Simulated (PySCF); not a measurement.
# C₃H₆N₂Si: electronic excitations and core binding energies

What electronic excitations and core binding energies should C₃H₆N₂Si (`C=C[Si@@H](N)C#N`) show?

Computed with PySCF 2.14.0, with density-fitted response routines of our own, on a single molecule in the gas phase. Atoms count from 0, in the outputs and in this text.

**1. The molecule as given**

12 atoms, charge 0, multiplicity 1; geometry from: GFN2-xTB.

Bonds of the start (Å): C0–C1 1.32, C1–Si2 1.88, Si2–N3 1.72, Si2–C4 1.88, C4–N5 1.15, C0–H6 1.08, C0–H7 1.08, C1–H8 1.08, Si2–H9 1.46, N3–H10 1.01, N3–H11 1.01.

**2. Ultraviolet spectrum: CAM-B3LYP/def2-SVPD**

The job: settings as JSON, then the geometry in Å.

```
{"job": {"kind": "uv", "xc": "CAM-B3LYP", "basis": "def2-SVPD", "nstates": 8, "ntriplets": 3}, "charge": 0, "multiplicity": 1}
C      1.786128    -0.933704     0.456124
C      1.244029     0.062386    -0.225989
Si    -0.587095     0.227530    -0.621559
N     -1.489607    -0.815279     0.404676
C     -0.964745     2.054342    -0.375756
N     -1.204915     3.163806    -0.217428
H      2.846405    -0.994789     0.650239
H      1.188735    -1.738877     0.852049
H      1.894252     0.842215    -0.604702
H     -0.965857    -0.083817    -2.000777
H     -2.483160    -0.909589     0.272799
H     -1.262971    -0.874908     1.384297
```

Level: TDDFT CAM-B3LYP/def2-SVPD, vertical, gas phase, core orbitals frozen in the response.

Command:

```bash
OMP_NUM_THREADS=1 python probes_run.py task.json out
```

This one command runs all jobs of the session in turn.

Output:

```text
coarse grid: 10728 points
cycle   1  E = -516.4221751689  dE =  5.595e-01  |g| = 5.329e-01  |ddm| = 4.788e+00
cycle   2  E = -516.3613887033  dE =  6.079e-02  |g| = 7.825e-01  |ddm| = 1.788e+00
cycle   3  E = -516.4920999600  dE = -1.307e-01  |g| = 1.208e-01  |ddm| = 9.108e-01
cycle   4  E = -516.4948680748  dE = -2.768e-03  |g| = 4.974e-02  |ddm| = 1.616e-01
cycle   5  E = -516.4953932572  dE = -5.252e-04  |g| = 1.076e-02  |ddm| = 7.984e-02
cycle   6  E = -516.4954212495  dE = -2.799e-05  |g| = 1.865e-03  |ddm| = 1.639e-02
cycle   7  E = -516.4954222622  dE = -1.013e-06  |g| = 5.321e-04  |ddm| = 4.960e-03
final grid: 99768 points
cycle   8  E = -516.5697406991  dE = -1.954e-05  |g| = 3.080e-03  |ddm| = 5.126e-02
cycle   9  E = -516.5697408739  dE = -1.747e-07  |g| = 3.136e-03  |ddm| = 9.082e-03
cycle  10  E = -516.5697431049  dE = -2.231e-06  |g| = 3.087e-04  |ddm| = 3.701e-03
cycle  11  E = -516.5697431237  dE = -1.877e-08  |g| = 1.584e-04  |ddm| = 6.227e-04
cycle  12  E = -516.5697431283  dE = -4.663e-09  |g| = 7.794e-05  |ddm| = 2.990e-04
cycle  13  E = -516.5697431297  dE = -1.346e-09  |g| = 1.600e-05  |ddm| = 8.306e-05
cycle  14  E = -516.5697431297  dE = -6.025e-11  |g| = 2.855e-06  |ddm| = 3.857e-05
converged SCF energy = -516.5697431297

Static polarisability (au): isotropic 71.298, principal 57.465 66.570 89.860

Singlet excitations
state   eV       nm        f      main configurations
  1   6.5748    188.6   0.02467   H->L 0.74, H->L+1 0.19
  2   6.8065    182.2   0.00277   H-2->L 0.71
  3   7.0121    176.8   0.01382   H->L+1 0.54, H->L 0.13
  4   7.1100    174.4   0.19010   H-1->L 0.76
  5   7.1948    172.3   0.08009   H-2->L+1 0.23, H-1->L 0.14, H-4->L 0.10
  6   7.4679    166.0   0.00249   H->L+2 0.34, H-3->L 0.11
  7   7.5509    164.2   0.01748   H-3->L+1 0.27, H-3->L+2 0.15, H-4->L 0.11
  8   7.5844    163.5   0.11881   H-1->L+1 0.71

Triplet excitations (Tamm-Dancoff, eV): 4.3174 5.9279 6.2182
```

Run time: 43 s. Hardware: 1 thread of Arm Neoverse N1, shared host; peak memory 0.74 GiB.

Frontier orbitals and where they lie:

| orbital | eV | atoms |
| --- | --- | --- |
| HOMO−3 | -11.26 | N5 45 %, C4 36 %, Si2 7 % |
| HOMO−2 | -10.69 | C1 23 %, N5 16 %, Si2 14 % |
| HOMO−1 | -9.87 | C1 38 %, C0 36 %, Si2 7 % |
| HOMO | -9.72 | N3 65 %, Si2 8 %, H10 6 % |
| LUMO | 0.06 | C0 26 %, C1 22 %, Si2 17 % |
| LUMO+1 | 0.57 | Si2 19 %, C4 14 %, N5 14 % |
| LUMO+2 | 1.11 | Si2 27 %, C4 17 %, N5 16 % |

With each of the 8 states as a Gaussian band of 0.4 eV half-width at 1/e, the curve within the window shown has maxima at 172 nm (ε 13,000) L/(mol cm). Beyond the last state computed it falls off for lack of states. The curve at chosen wavelengths:

```json
{"nm": "157", "ε (L/mol/cm)": "3481"}
{"nm": "159", "ε (L/mol/cm)": "5118"}
{"nm": "161", "ε (L/mol/cm)": "6883"}
{"nm": "163", "ε (L/mol/cm)": "8636"}
{"nm": "165", "ε (L/mol/cm)": "10275"}
{"nm": "167", "ε (L/mol/cm)": "11704"}
{"nm": "169", "ε (L/mol/cm)": "12795"}
{"nm": "171", "ε (L/mol/cm)": "13382"}
{"nm": "173", "ε (L/mol/cm)": "13324"}
{"nm": "175", "ε (L/mol/cm)": "12585"}
{"nm": "177", "ε (L/mol/cm)": "11265"}
{"nm": "179", "ε (L/mol/cm)": "9577"}
{"nm": "181", "ε (L/mol/cm)": "7776"}
{"nm": "183", "ε (L/mol/cm)": "6078"}
{"nm": "185", "ε (L/mol/cm)": "4621"}
{"nm": "187", "ε (L/mol/cm)": "3455"}
{"nm": "189", "ε (L/mol/cm)": "2564"}
{"nm": "191", "ε (L/mol/cm)": "1901"}
{"nm": "193", "ε (L/mol/cm)": "1409"}
{"nm": "195", "ε (L/mol/cm)": "1041"}
{"nm": "197", "ε (L/mol/cm)": "762"}
{"nm": "199", "ε (L/mol/cm)": "549"}
{"nm": "201", "ε (L/mol/cm)": "388"}
{"nm": "203", "ε (L/mol/cm)": "267"}
{"nm": "205", "ε (L/mol/cm)": "179"}
{"nm": "207", "ε (L/mol/cm)": "117"}
```

Further results of this job:

| property | computed |
| --- | --- |
| dipole moment (D) | 3.94 |
| polarisability (Å³) | 10.57 |
| HOMO–LUMO gap (eV) | 9.78 |
| −ε(HOMO) (eV) | 9.72 |

**3. X-ray photoelectron lines: SCAN, X2C**

Same as in step 2 but for these lines:

```diff
@@ -1,2 +1,2 @@
-{"job": {"kind": "uv", "xc": "CAM-B3LYP", "basis": "def2-SVPD", "nstates": 8, "ntriplets": 3}, "charge": 0, "multiplicity": 1}
+{"job": {"kind": "xps"}, "charge": 0, "multiplicity": 1}
 C      1.786128    -0.933704     0.456124
```

Method: delta-SCF UKS SCAN, pcX-2 on the ionised atom, pcseg-1 elsewhere, spin-free X2C.

Output:

```text
ground state, core basis on atom 0 (C), 149 functions
  cycle   1  E = -517.32456254  |g| = 6.33e-01
  cycle   2  E = -517.13083785  |g| = 1.08e+00
  cycle   3  E = -517.38936001  |g| = 3.68e-01
  cycle   4  E = -517.42089432  |g| = 6.79e-02
  cycle   5  E = -517.42192286  |g| = 2.57e-02
  cycle   6  E = -517.42208876  |g| = 6.05e-03
  cycle   7  E = -517.42209762  |g| = 2.16e-03
  cycle   8  E = -517.42209833  |g| = 9.24e-04
  cycle   9  E = -517.42209918  |g| = 4.49e-04
  E(ground) = -517.46487494 Eh
hole in C 1s of atom 0
  cycle   1  E = -506.15494857  |g| = 1.50e+00
  cycle   2  E = -504.27395266  |g| = 2.11e+00
  cycle   3  E = -506.30573270  |g| = 8.82e-01
  cycle   4  E = -506.56907808  |g| = 5.87e-01
  cycle   5  E = -506.68288625  |g| = 3.22e-01
  cycle   6  E = -506.72353567  |g| = 1.44e-01
  cycle   7  E = -506.73310145  |g| = 1.94e-02
  cycle   8  E = -506.73332757  |g| = 7.85e-03
  cycle   9  E = -506.73337593  |g| = 3.82e-03
  cycle  10  E = -506.73339120  |g| = 2.51e-03
  cycle  11  E = -506.73339930  |g| = 1.37e-03
  cycle  12  E = -506.73340251  |g| = 5.91e-04
  cycle  13  E = -506.73340360  |g| = 2.65e-04
  E(ion) = -506.77551351 Eh   <S^2> = 0.7931   hole on atom = 1.000   binding energy = 290.872 eV
ground state, core basis on atom 1 (C), 149 functions
  cycle   1  E = -517.42272667  |g| = 6.31e-02
  cycle   2  E = -517.42182693  |g| = 6.55e-02
  cycle   3  E = -517.42258688  |g| = 3.80e-02
  cycle   4  E = -517.42297369  |g| = 8.67e-03
  cycle   5  E = -517.42299009  |g| = 2.77e-03
  cycle   6  E = -517.42299336  |g| = 5.59e-04
  cycle   7  E = -517.42299494  |g| = 2.25e-04
  E(ground) = -517.46576374 Eh
hole in C 1s of atom 1
  cycle   1  E = -506.16518602  |g| = 1.51e+00
  cycle   2  E = -503.92926762  |g| = 2.21e+00
  cycle   3  E = -506.31524665  |g| = 8.92e-01
  cycle   4  E = -506.65288530  |g| = 4.48e-01
  cycle   5  E = -506.67548526  |g| = 3.85e-01
  cycle   6  E = -506.73786870  |g| = 1.32e-01
  cycle   7  E = -506.74590889  |g| = 1.98e-02
  cycle   8  E = -506.74612370  |g| = 1.07e-02
  cycle   9  E = -506.74619748  |g| = 5.57e-03
  cycle  10  E = -506.74622733  |g| = 2.67e-03
  cycle  11  E = -506.74624481  |g| = 1.53e-03
  cycle  12  E = -506.74625224  |g| = 6.56e-04
  cycle  13  E = -506.74625304  |g| = 2.77e-04
  E(ion) = -506.78843997 Eh   <S^2> = 0.7973   hole on atom = 1.000   binding energy = 290.545 eV
ground state, core basis on atom 2 (Si), 160 functions
  cycle   1  E = -517.52106695  |g| = 2.89e-01
  cycle   2  E = -517.52033648  |g| = 7.19e-02
  cycle   3  E = -517.51541808  |g| = 1.55e-01
  cycle   4  E = -517.52123344  |g| = 3.10e-02
  cycle   5  E = -517.52140015  |g| = 1.16e-02
  cycle   6  E = -517.52143573  |g| = 1.10e-03
  cycle   7  E = -517.52143653  |g| = 2.82e-04
  E(ground) = -517.52320879 Eh
hole in Si 1s of atom 2
  cycle   1  E = -448.55730927  |g| = 4.35e+00
  cycle   2  E = -448.13048751  |g| = 2.40e+00
  cycle   3  E = -448.10175451  |g| = 1.65e+00
  cycle   4  E = -449.31597383  |g| = 7.89e-01
  cycle   5  E = -449.57255772  |g| = 2.82e-01
  cycle   6  E = -449.60431627  |g| = 1.24e-01
  cycle   7  E = -449.61149194  |g| = 4.65e-02
  cycle   8  E = -449.61260750  |g| = 1.24e-02
  cycle   9  E = -449.61268573  |g| = 4.32e-03
  cycle  10  E = -449.61269581  |g| = 1.60e-03
  cycle  11  E = -449.61269640  |g| = 6.21e-04
  cycle  12  E = -449.61269790  |g| = 1.91e-04
  E(ion) = -449.62225617 Eh   <S^2> = 0.7521   hole on atom = 1.000   binding energy = 1847.679 eV
hole in Si 2p of atom 2
  cycle   1  E = -513.22079264  |g| = 1.24e+00
  cycle   2  E = -512.69293674  |g| = 1.43e+00
  cycle   3  E = -513.14815444  |g| = 8.93e-01
  cycle   4  E = -513.51543756  |g| = 2.57e-01
  cycle   5  E = -513.54001379  |g| = 1.04e-01
  cycle   6  E = -513.54417676  |g| = 5.47e-02
  cycle   7  E = -513.54574736  |g| = 1.25e-02
  cycle   8  E = -513.54582878  |g| = 3.95e-03
  cycle   9  E = -513.54583526  |g| = 1.28e-03
  cycle  10  E = -513.54583724  |g| = 4.74e-04
  E(ion) = -513.55835667 Eh   <S^2> = 0.7518   hole on atom = 1.003   binding energy = 107.889 eV
  2p3/2 = 107.702 eV   2p1/2 = 108.326 eV
ground state, core basis on atom 3 (N), 149 functions
  cycle   1  E = -517.43561449  |g| = 7.61e-02
  cycle   2  E = -517.43556078  |g| = 2.96e-02
  cycle   3  E = -517.43549364  |g| = 3.49e-02
  cycle   4  E = -517.43573980  |g| = 9.20e-03
  cycle   5  E = -517.43575387  |g| = 3.59e-03
  cycle   6  E = -517.43575926  |g| = 3.83e-04
  E(ground) = -517.47637962 Eh
hole in N 1s of atom 3
  cycle   1  E = -501.84538461  |g| = 1.86e+00
  cycle   2  E = -501.24903756  |g| = 2.02e+00
  cycle   3  E = -502.44985878  |g| = 4.78e-01
  cycle   4  E = -502.34790002  |g| = 6.26e-01
  cycle   5  E = -502.53976694  |g| = 9.80e-02
  cycle   6  E = -502.54378973  |g| = 3.86e-02
  cycle   7  E = -502.54451120  |g| = 1.51e-02
  cycle   8  E = -502.54462329  |g| = 5.41e-03
  cycle   9  E = -502.54463980  |g| = 1.69e-03
  cycle  10  E = -502.54464222  |g| = 6.54e-04
  cycle  11  E = -502.54464255  |g| = 1.81e-04
  E(ion) = -502.58437101 Eh   <S^2> = 0.7641   hole on atom = 1.000   binding energy = 405.232 eV
ground state, core basis on atom 4 (C), 149 functions
  cycle   1  E = -517.42510940  |g| = 5.86e-02
  cycle   2  E = -517.42484637  |g| = 3.97e-02
  cycle   3  E = -517.42425610  |g| = 6.39e-02
  cycle   4  E = -517.42518346  |g| = 6.70e-03
  cycle   5  E = -517.42519478  |g| = 1.41e-03
  cycle   6  E = -517.42519374  |g| = 4.51e-04
  E(ground) = -517.47005561 Eh
hole in C 1s of atom 4
  cycle   1  E = -506.16955759  |g| = 1.50e+00
  cycle   2  E = -500.91725103  |g| = 2.73e+00
  cycle   3  E = -501.96063001  |g| = 2.01e+00
  cycle   4  E = -506.42019827  |g| = 8.30e-01
  cycle   5  E = -506.64200311  |g| = 4.03e-01
  cycle   6  E = -506.70394724  |g| = 1.62e-01
  cycle   7  E = -506.71835582  |g| = 5.82e-02
  cycle   8  E = -506.71921626  |g| = 4.62e-02
  cycle   9  E = -506.72051188  |g| = 6.53e-03
  cycle  10  E = -506.72057709  |g| = 4.41e-03
  cycle  11  E = -506.72061862  |g| = 3.58e-03
  cycle  12  E = -506.72064324  |g| = 2.37e-03
  cycle  13  E = -506.72065053  |g| = 4.74e-04
  E(ion) = -506.76325228 Eh   <S^2> = 0.8140   hole on atom = 1.000   binding energy = 291.347 eV
ground state, core basis on atom 5 (N), 149 functions
  cycle   1  E = -517.43520992  |g| = 7.68e-02
  cycle   2  E = -517.43372451  |g| = 8.74e-02
  cycle   3  E = -517.43408525  |g| = 7.71e-02
  cycle   4  E = -517.43539395  |g| = 5.10e-03
  cycle   5  E = -517.43540169  |g| = 1.64e-03
  cycle   6  E = -517.43540298  |g| = 4.15e-04
  E(ground) = -517.47663255 Eh
hole in N 1s of atom 5
  cycle   1  E = -501.84999240  |g| = 1.84e+00
  cycle   2  E = -497.35916726  |g| = 2.81e+00
  cycle   3  E = -501.61365907  |g| = 1.23e+00
  cycle   4  E = -502.37351681  |g| = 6.58e-01
  cycle   5  E = -502.47794685  |g| = 4.33e-01
  cycle   6  E = -502.54365699  |g| = 1.32e-01
  cycle   7  E = -502.55548674  |g| = 4.42e-02
  cycle   8  E = -502.55644270  |g| = 2.45e-02
  cycle   9  E = -502.55683479  |g| = 7.41e-03
  cycle  10  E = -502.55690395  |g| = 4.53e-03
  cycle  11  E = -502.55693498  |g| = 3.19e-03
  cycle  12  E = -502.55694410  |g| = 1.50e-03
  cycle  13  E = -502.55694469  |g| = 3.57e-04
  E(ion) = -502.59808489 Eh   <S^2> = 0.8135   hole on atom = 1.000   binding energy = 404.866 eV
```

It took 2.1 min on 1 thread of Arm Neoverse N1, shared host; peak memory 0.62 GiB.

Binding energies by hole, beside the orbital energy of the ground state; the difference holds orbital relaxation and, for a density functional, its self-interaction error:

| hole | stands for | environment | ΔSCF (eV; 2p as the shell's mean) | −ε (eV) | ⟨S²⟩ |
| --- | --- | --- | --- | --- | --- |
| C1s on C0 | C0 | terminal =CH2 carbon | 290.87 | 274.2 | 0.793 |
| C1s on C1 | C1 | alkene CH | 290.54 | 274.0 | 0.797 |
| Si1s on Si2 | Si2 | silicon bonded to 2 C, N, H | 1847.68 | 1794.4 | 0.752 |
| Si2p on Si2 | Si2 | silicon bonded to 2 C, N, H | 107.91 | 97.1 | 0.752 |
| N1s on N3 | N3 | nitrogen bonded to Si, 2 H | 405.23 | 386.1 | 0.764 |
| C1s on C4 | C4 | nitrile carbon | 291.35 | 273.9 | 0.814 |
| N1s on N5 | N5 | nitrile nitrogen | 404.87 | 385.9 | 0.814 |

With the spin-orbit splitting: Si2 2p3/2 107.70, 2p1/2 108.33 eV. The table gives each 2p level as the mean over the whole 2p shell (two parts 2p3/2, one part 2p1/2), which differs a little from the single hole in the log.

**4. Summary of results**

```
                                quantity                               value
    lowest singlet (CAM-B3LYP/def2-SVPD)         6.57 eV (189 nm), f = 0.025
brightest single state of those computed         state 4, 7.11 eV, f = 0.190
                          lowest triplet                             4.32 eV
        C1s binding energies, SCAN/pcX-2  C4 291.35, C0 290.87, C1 290.54 eV
        N1s binding energies, SCAN/pcX-2             N3 405.23, N5 404.87 eV
       Si1s binding energies, SCAN/pcX-2                      Si2 1847.68 eV
       Si2p binding energies, SCAN/pcX-2                       Si2 107.91 eV
```

What this shows: The lowest singlet, at 6.57 eV, is HOMO→LUMO 0.74, HOMO→LUMO+1 0.19 and is weak; of the 8 states computed, the strongest absorption comes from state 4 at 7.11 eV (the last state computed is bright too, and its partners may lie past the list). The lowest triplet lies 2.26 eV below the lowest singlet (triplets in Tamm-Dancoff, singlets in full TDDFT). The C1s levels kept as sound span 0.80 eV, from C1 (alkene CH) up to C4 (nitrile carbon). The N1s levels kept as sound span 0.37 eV, from N5 (nitrile nitrogen) up to N3 (nitrogen bonded to Si, 2 H).
